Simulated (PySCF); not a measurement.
# [Bi(OH)2]+: other functionals and bases at one geometry

An exercise on one series of results from a longer session: the logs are not shown, and one member is left open.

Method: several levels, as the steps say, no spin–orbit coupling; program: PySCF 2.14.0.

2 further runs of the same task are left out: 2 for a known fault of the program.

## Starting geometry

5 atoms, charge 1, spin multiplicity 1.

Bond lengths: Bi1–O2 2.052 Å, Bi1–O4 2.052 Å, O2–H3 0.985 Å, O4–H5 0.985 Å. Angles: O2–Bi1–O4 106.1°, Bi1–O2–H3 121.9°, Bi1–O4–H5 121.9°.

As a file:

```
Bi    0.0910    1.2493   -0.1018
O     0.0016    0.1556    1.6324
H    -0.0694   -0.8269    1.6250
O     0.0016   -0.1106   -1.6360
H    -0.0694   -1.0790   -1.4698
```

Formal oxidation states: Bi +3. An earlier session relaxed this geometry at BP86, Bi def2-SVP with ECP60, O def2-SVP, H def2-SVP (singlet, point group C2v).

At BP86 on the finer grid: E = -366.055985 Eh, HOMO -13.20 eV, LUMO -10.09 eV, Mulliken charge on Bi1 +1.28 e, largest force component 0.009 eV/Å. 

Levels to run: CAM-B3LYP; TPSSh; B3LYP; BLYP; BP86, TZVP; BP86, x2c-SVP. Hardware: 2 threads of Arm Neoverse V2, shared host.

Set-up of the first run:

Contents of run.py (the lines that set the calculation):

```python
mol = gto.M(atom='''
Bi     0.09102     1.24935    -0.10177
O      0.00164     0.15562     1.63236
H     -0.06943    -0.82689     1.62503
O      0.00164    -0.11060    -1.63603
H     -0.06943    -1.07898    -1.46979''',
    basis={'Bi': 'def2-SVP', 'O': 'def2-SVP', 'H': 'def2-SVP'},
    ecp={'Bi': 'def2-SVP'},
    charge=1, spin=0)
mf = dft.RKS(mol, xc='CAMB3LYP')
mf.grids.atom_grid = (75, 302)
mf = mf.density_fit()  # fitting sets: Bi def2-universal-JKFIT, O def2-universal-JKFIT, H def2-universal-JKFIT
mf.conv_tol = 1e-08; mf.max_cycle = 55
mf.kernel(dm0)  # dm0: the density of the relaxed state
```

Run with:

```sh
> OMP_NUM_THREADS=2 python run.py
```

Steps of the session up to this table: CAM-B3LYP; TPSSh; B3LYP; BLYP; BP86, TZVP; BP86, x2c-SVP.

One table of the session follows, with a row left open; its other results are not shown here.

```
              level  HOMO (eV)  gap (eV)  charge on Bi1 (e)  dipole (D)  largest force component (eV/Å)
BP86 (relaxed here)     -13.20      3.11               1.28        1.62                            0.01
          CAM-B3LYP     -15.96      7.56               1.40        1.17                            0.95
              TPSSh     -13.74      4.06               1.37        1.37                            0.41
              B3LYP     -14.30      4.71               1.38        1.30                            0.47
               BLYP     -12.92      3.06               1.27        1.62                            0.35
         BP86, TZVP          ?         ?                  ?           ?                               ?
      BP86, x2c-SVP     -13.21      3.09               1.32        1.61                            0.46
```

Estimate the missing values for BP86, TZVP.

As computed: HOMO (eV): -13.40; gap (eV): 3.17; charge on Bi1 (e): 1.34; dipole (D): 1.34; largest force component (eV/Å): 0.87. In the column «HOMO (eV)» it lies between TPSSh (-13.74) and BP86, x2c-SVP (-13.21).

The dipole of a charged species depends on the origin, so these sizes hold for this origin alone.

In one basis the HOMO–LUMO gap runs from 3.06 eV (BLYP) to 7.56 eV (CAM-B3LYP). The largest leftover force, 0.95 eV/Å with CAM-B3LYP, stands at a geometry relaxed at another level. Total energies of different levels can't be compared.
